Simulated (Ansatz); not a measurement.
**AlGa (singlet): the correlation ladder at distance Al1–Ga2 = 4.255 Å, cc-pVDZ**

The task here is to estimate one member of a computed series from the others.

The runs use Ansatz 0.2.0, Gaussian basis; cc-pVDZ, core rule «outside noble gas», up to 19 orbitals frozen.

The runs, in order: UHF; CCSD(T) on RHF; BCCD(T) on RHF; CISD; CCSDT(Q) on RHF; CCSDT(Q) on UHF; CCSDTQ on RHF; CASSCF and MRCISD+Q, 2 electrons in 2 orbitals; CASSCF and NEVPT2, 2 electrons in 2 orbitals; CASSCF and MRCISD+Q, 6 electrons in 8 orbitals; CASSCF and NEVPT2, 6 electrons in 8 orbitals; Full CI.

34 further runs of the same task are left out: 5 for a known fault of the program, 1 for a mislabelled method, 21 that didn't finish, 7 set aside as unsound or not needed.

**The system**

The geometry derives from a PBE0/def2-TZVP stationary point (not a proven minimum). One bond is set to the value named and the two fragments are kept rigid. No spin-orbit coupling is included. The filled d shell of Ga may be among the frozen orbitals whatever the setting's name suggests; the logs give the count.

2 atoms, charge 0, spin multiplicity 1.

Atoms are counted from 1 here; the program's logs count them from 0.

No contacts short enough for the rule that draws bonds.

Geometry (Å):

```mol
AlGa
  3D, bonds by distance, orders not assigned

  2  0  0  0  0  0  0  0  0  0999 V2000
    0.0000    0.0000    0.0000 Al  0  0
    0.0000    0.0000    4.2550 Ga  0  0
M  END
```

The first run:

Contents of in.yaml:

```yaml
crystal:
  periodic: [false, false, false]
  atoms:
    - {symbol: Al, position_ang: [0.000000, 0.000000, 0.000000]}
    - {symbol: Ga, position_ang: [0.000000, 0.000000, 4.255000]}
basis:
  gaussian: {orbitals: cc-pVDZ}
magnetization: {spin_polarized: true, initial_magnetization: 0}
hamiltonian: {xc: hf}
output: {orbitals: {seedname: orbitals}}
```

Started as:

```bash
ansatz run in.yaml --threads 1 --pin off --events-out ev --progress --plain --max-ram 2393MiB
```

Among the steps run: UHF; CCSD(T) on RHF; BCCD(T) on RHF; CISD; CCSDT(Q) on RHF; CCSDT(Q) on UHF; CCSDTQ on RHF; CASSCF and MRCISD+Q, 2 electrons in 2 orbitals; CASSCF and NEVPT2, 2 electrons in 2 orbitals; CASSCF and MRCISD+Q, 6 electrons in 8 orbitals; CASSCF and NEVPT2, 6 electrons in 8 orbitals; Full CI.

One of the session's tables, all rows but one given; the rest of the session is left out.

```
       method  from FCI (kcal/mol)
          RHF               +83.06
          UHF               +63.84
         RMP2               +30.58
         CISD                    ?
        RCCSD                +5.58
     RCCSD(T)                +1.67
      BCCD(T)                +1.66
       RCCSDT                +0.48
    RCCSDT(Q)                +0.13
      RCCSDTQ                +0.02
  CASSCF pair               +63.67
  NEVPT2 pair               +20.33
  MRCISD pair                +5.44
MRCISD+Q pair                -1.54
          FCI                    0
```

**Question.** Estimate the row for CISD.

**Answer.** from FCI (kcal/mol): +12.87. In the column «from FCI (kcal/mol)» it lies between RCCSD (+5.58) and NEVPT2 pair (+20.33).

Not comparable, so not listed: CCSDT(Q) on UHF (they don't share determinant, frozen orbitals or solution with the rows shown, or repeat one).

Limits of these values: The determinant is far from a pure spin state, so its energy mixes those of several spin states (harmless only where they are near-degenerate, as at dissociation). Left out of the table: CASSCF valence, NEVPT2 valence, MRCISD valence, MRCISD+Q valence (the active space lost an orbital or holds another state than full CI finds). MRCISD+Q pair falls below full CI: the +Q correction isn't variational, and the cores differ from full CI's.
